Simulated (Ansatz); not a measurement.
# C₂H₅ClSi: a ladder of functionals and wavefunction methods

The task here is to estimate one member of a computed series from the others.

Program: Ansatz 0.2.0, Gaussian basis. Level of theory: functionals in def2-TZVPP, the program's frozen cores in correlated methods. These are calculated values, not measurements.

Plan: LDA (SPW92), PBE-D4, revPBE-D4, BLYP-D4, r2SCAN-D4, B97M-V, PBE0-D4, B3LYP-D4, r2SCANh-D4, r2SCAN0-D4, HSE06-D4, BHLYP-D4, CAM-B3LYP-D4, LC-ωPBE, ωB97X-V, ωB97M-V, B2PLYP, PBE-QIDH; CCSD(T)/def2-SVP; CCSD(T)/def2-TZVPP; MP2/def2-QZVPP; extrapolation to the limit; RPA on PBE.

### The geometry

All runs share one geometry, relaxed beforehand with PBE0-D4 in a triple-zeta def2 set.

SMILES `ClC1C[SiH2]1`, 9 atoms, charge 0, spin multiplicity 1.

Atoms are counted from 1 here; the program's logs count them from 0.

Bond lengths: Cl1–C2 1.761 Å, C2–C3 1.532 Å, C2–Si4 1.855 Å, C2–H5 1.084 Å, C3–Si4 1.853 Å, C3–H6 1.086 Å, C3–H7 1.085 Å, Si4–H8 1.475 Å, Si4–H9 1.478 Å. Angles: Cl1–C2–C3 117.2°, Cl1–C2–Si4 122.4°, Cl1–C2–H5 110.3°, C3–C2–Si4 65.5°, C3–C2–H5 115.4°, Si4–C2–H5 119.3°, C2–C3–Si4 65.7°, C2–C3–H6 115.0°, C2–C3–H7 116.2°, Si4–C3–H6 116.3°, Si4–C3–H7 122.5°, H6–C3–H7 113.0°, C2–Si4–C3 48.8°, C2–Si4–H8 118.2°, C2–Si4–H9 119.0°, C3–Si4–H8 118.0°, C3–Si4–H9 120.5°, H8–Si4–H9 115.9°.

Coordinates:

```xyz
9
C2H5ClSi
Cl   -0.6102   -0.4166   -2.2543
C    -0.4426    0.3735   -0.6899
C     0.9304    0.3051   -0.0143
Si   -0.4175   -0.5751    0.9039
H    -0.8996    1.3566   -0.7145
H     1.6593   -0.3223   -0.5182
H     1.3457    1.2489    0.3241
H    -0.4528   -2.0481    0.8387
H    -1.0239    0.0318    2.1073
```

The first run:

Contents of in.yaml:

```yaml
crystal:
  periodic: [false, false, false]
  atoms:
    - {symbol: Cl, position_ang: [-0.610223, -0.416648, -2.254300]}
    - {symbol: C, position_ang: [-0.442613, 0.373488, -0.689860]}
    - {symbol: C, position_ang: [0.930378, 0.305063, -0.014273]}
    - {symbol: Si, position_ang: [-0.417520, -0.575086, 0.903898]}
    - {symbol: H, position_ang: [-0.899637, 1.356646, -0.714453]}
    - {symbol: H, position_ang: [1.659255, -0.322263, -0.518184]}
    - {symbol: H, position_ang: [1.345745, 1.248875, 0.324094]}
    - {symbol: H, position_ang: [-0.452814, -2.048147, 0.838683]}
    - {symbol: H, position_ang: [-1.023871, 0.031775, 2.107296]}
basis:
  gaussian: {orbitals: def2-TZVPP}
hamiltonian: {xc: lda}
output: {orbitals: {seedname: orbitals}}
```

Steps of the session up to this table: LDA; PBE-D4 (GGA); revPBE-D4 (GGA); BLYP-D4 (GGA); r2SCAN-D4 (meta-GGA); B97M-V (meta-GGA); PBE0-D4 (hybrid); B3LYP-D4 (hybrid); r2SCANh-D4 (hybrid); r2SCAN0-D4 (hybrid); HSE06-D4 (hybrid); BHLYP-D4 (hybrid); CAM-B3LYP-D4 (range-separated); LC-ωPBE (range-separated); ωB97X-V (range-separated); ωB97M-V (range-separated); B2PLYP (double hybrid); PBE-QIDH (double hybrid).

One of the session's tables, all rows but one given; the rest of the session is left out.

It belongs to the step «Orbital energies across the functionals». 

```
  functional  HOMO (eV)  gap (eV)
 LDA (SPW92)      -5.98      4.70
      PBE-D4      -5.85      4.75
   revPBE-D4          ?         ?
     BLYP-D4      -5.70      4.72
   r2SCAN-D4      -6.07      5.23
      B97M-V      -6.14      5.20
     PBE0-D4      -7.00      6.77
    B3LYP-D4      -6.79      6.33
  r2SCANh-D4      -6.50      5.97
  r2SCAN0-D4      -7.15      7.07
    HSE06-D4      -6.61      5.99
    BHLYP-D4      -8.05      8.65
CAM-B3LYP-D4      -8.31      9.06
     LC-ωPBE      -9.64     11.53
     ωB97X-V      -9.30     11.05
     ωB97M-V      -9.15     10.63
```

Q: Estimate the row for revPBE-D4 from the others.

The run gave: HOMO (eV): -5.79; gap (eV): 4.77. In the column «HOMO (eV)» it lies between PBE-D4 (-5.85) and BLYP-D4 (-5.70).
